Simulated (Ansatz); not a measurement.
# CH3AlO (SMILES [CH3][Al]=[O]): CAM-B3LYP/aug-cc-pVDZ

Aim: the electronic atomisation energy of CH3AlO at CAM-B3LYP/aug-cc-pVDZ, from 5 runs. 

The results are computed with Ansatz 0.2.0.

61 further runs of the same task are left out: 8 that didn't finish, 53 set aside as unsound or not needed. Runs told in other sessions of the task aren't counted.

## (1) The structure to begin with

CH3AlO: 6 atoms, total charge 0, spin state singlet. SMILES: `[CH3][Al]=[O]`. Geometry: relaxed at PBE0-D4/def2-TZVP.

Bond lengths: C1–Al2 1.935 Å, Al2–O3 1.596 Å, C1–H4 1.092 Å, C1–H5 1.092 Å, C1–H6 1.092 Å. Angles: C1–Al2–O3 180.0°, Al2–C1–H4 110.5°, Al2–C1–H5 110.5°, Al2–C1–H6 110.5°, H4–C1–H5 108.4°, H4–C1–H6 108.4°, H5–C1–H6 108.4°.

## (2) A single-point energy at CAM-B3LYP/aug-cc-pVDZ

Input file job.yaml:

```yaml
crystal:
  periodic: [false, false, false]
  atoms:
    - {symbol: C, position_ang: [-0.412500, 0.498200, -0.315400]}
    - {symbol: Al, position_ang: [0.696700, -0.841400, 0.532500]}
    - {symbol: O, position_ang: [1.611700, -1.946300, 1.232100]}
    - {symbol: H, position_ang: [0.065200, 1.479100, -0.263900]}
    - {symbol: H, position_ang: [-1.383600, 0.560900, 0.180800]}
    - {symbol: H, position_ang: [-0.577400, 0.249400, -1.366100]}
basis:
  gaussian: {orbitals: aug-cc-pVDZ}
hamiltonian: {xc: {name: CAM-B3LYP}}
accuracy: high
output: {orbitals: {seedname: orbitals}}
```

Started as:

```sh
$ ansatz run job.yaml --threads 1 --pin off --max-ram 3480MiB --events-out events.jsonl --progress --plain --runs-dir runs
```

The program printed:

```text
Warning: RAYON_NUM_THREADS=1 ignored (pool sized by the plan → 1); use --threads N
Functional definition: CAM-B3LYP
  name "CAM-B3LYP"
  parameter alpha = 0.19
  parameter beta = 0.46
  parameter omega = 0.33/bohr
  parameter ac = 0.81
  exchange = (1 - alpha - beta)*b88_x + beta*b88_x_sr(omega) + alpha*exact_x + beta*exact_x_lr(omega)
  correlation = (1 - ac)*vwn5_c + ac*lyp_c
1876 factors; integrals over basis functions are off by at most 3.5e-9 eV
545 factors; integrals over basis functions are off by at most 1.6e-9 eV
mean field evaluation 1: about -9715.1558 eV, gradient 8.0e1 eV
mean field evaluation 2: about -9629.3248 eV, gradient 1.8e2 eV
mean field evaluation 4: about -9728.3454 eV, gradient 1.2e1 eV
mean field evaluation 8: about -9728.6547 eV, gradient 5.0e-1 eV
mean field evaluation 16: about -9728.6552 eV, gradient 3.5e-5 eV
mean field -9728.65523757 eV, -357.5214856615 hartree, gradient 4.7e-8 eV, S^2 0.000000; 0 other end points of the search recorded, 0 dependent functions left out
reference -9728.65525978 eV, -357.5214864776 hartree; 15, 15 occupied and 85, 85 virtual orbitals, 1876 factors
Total energy: -9728.65525978 eV, -357.5214864776 hartree
```

Wall time 9.6 s (1 thread of Intel Xeon Platinum 8259CL at 2.50GHz (Skylake/Cascade Lake), shared host); peak memory 0.34 GiB.

## (3) The Al atom

Input file run.yaml:

```yaml
crystal:
  periodic: [false, false, false]
  atoms:
    - {symbol: Al, position_ang: [0.000000, 0.000000, 0.000000]}
basis:
  gaussian:
    orbitals: aug-cc-pVDZ
magnetization:
  spin_polarized: true
  initial_magnetization: 1
hamiltonian:
  xc: {name: CAM-B3LYP}
accuracy: high
```

Started as:

```sh
$ ansatz run run.yaml --threads 1 --pin off --max-ram 3480MiB --events-out events.jsonl --progress --plain --runs-dir runs
```

The program printed, shortened:

```text
Warning: RAYON_NUM_THREADS=1 ignored (pool sized by the plan → 1); use --threads N
[... 8 set-up lines as earlier in the session ...]
226 factors; integrals over basis functions are off by at most 3.8e-9 eV
136 factors; integrals over basis functions are off by at most 1.3e-9 eV
mean field evaluation 1: about -6594.9874 eV, gradient 1.6e0 eV
mean field evaluation 2: about -6595.0512 eV, gradient 5.7e-1 eV
mean field evaluation 4: about -6595.0405 eV, gradient 5.7e-1 eV
mean field evaluation 8: about -6595.0491 eV, gradient 8.6e-4 eV
mean field evaluation 16: about -6595.0491 eV, gradient 8.9e-7 eV
mean field -6595.04905568 eV, -242.3635825113 hartree, gradient 6.6e-8 eV, S^2 0.755666; 0 other end points of the search recorded, 0 dependent functions left out
reference -6595.04906919 eV, -242.3635830078 hartree; 7, 6 occupied and 20, 21 virtual orbitals, 226 factors
Total energy: -6595.04906919 eV, -242.3635830078 hartree
```

Run time: 1.6 s. Hardware: 1 thread of Intel Xeon Platinum 8259CL at 2.50GHz (Skylake/Cascade Lake), shared host; peak memory 0.12 GiB.

## (4) The C atom at the same level

Input file run.yaml:

```yaml
crystal:
  periodic: [false, false, false]
  atoms:
    - symbol: C
      position_ang: [0.000000, 0.000000, 0.000000]
basis:
  gaussian:
    orbitals: aug-cc-pVDZ
magnetization:
  spin_polarized: true
  initial_magnetization: 2
hamiltonian:
  xc: {name: CAM-B3LYP}
accuracy: high
```

Run the same way, it converges to -37.83163 Eh (log not shown).

## (5) The H atom at the same level

Input file input.yaml:

```yaml
crystal:
  periodic: [false, false, false]
  atoms:
    - {symbol: H, position_ang: [0.000000, 0.000000, 0.000000]}
basis:
  gaussian:
    orbitals: aug-cc-pVDZ
magnetization:
  spin_polarized: true
  initial_magnetization: 1
hamiltonian:
  xc: {name: CAM-B3LYP}
accuracy: high
```

Run the same way, it converges to -0.49832 Eh (log not shown).

## (6) The O atom

Input file input.yaml:

```yaml
basis:
  gaussian:
    orbitals: aug-cc-pVDZ
crystal:
  periodic: [false, false, false]
  atoms:
    - {symbol: O, position_ang: [0.000000, 0.000000, 0.000000]}
magnetization:
  spin_polarized: true
  initial_magnetization: 2
accuracy: high
hamiltonian:
  xc: {name: CAM-B3LYP}
```

Run the same way, it converges to -75.05402 Eh (log not shown).

## (7) Summary of results

Level: CAM-B3LYP/aug-cc-pVDZ.

```
                     quantity          value
       molecule: total energy  -357.52149 Eh
        molecule: HOMO energy       -8.72 eV
        molecule: LUMO energy       -0.87 eV
      molecule: HOMO–LUMO gap        7.85 eV
        Al atom: total energy  -242.36358 Eh
                Al atom: ⟨S²⟩          0.756
         C atom: total energy   -37.83163 Eh
                 C atom: ⟨S²⟩          2.003
         H atom: total energy    -0.49832 Eh
                 H atom: ⟨S²⟩          0.750
         O atom: total energy   -75.05402 Eh
                 O atom: ⟨S²⟩          2.004
electronic atomisation energy      21.152 eV
```

Taking the molecule apart into free atoms costs 21.15 eV (2041 kJ/mol), before zero-point energy and without spin-orbit coupling.
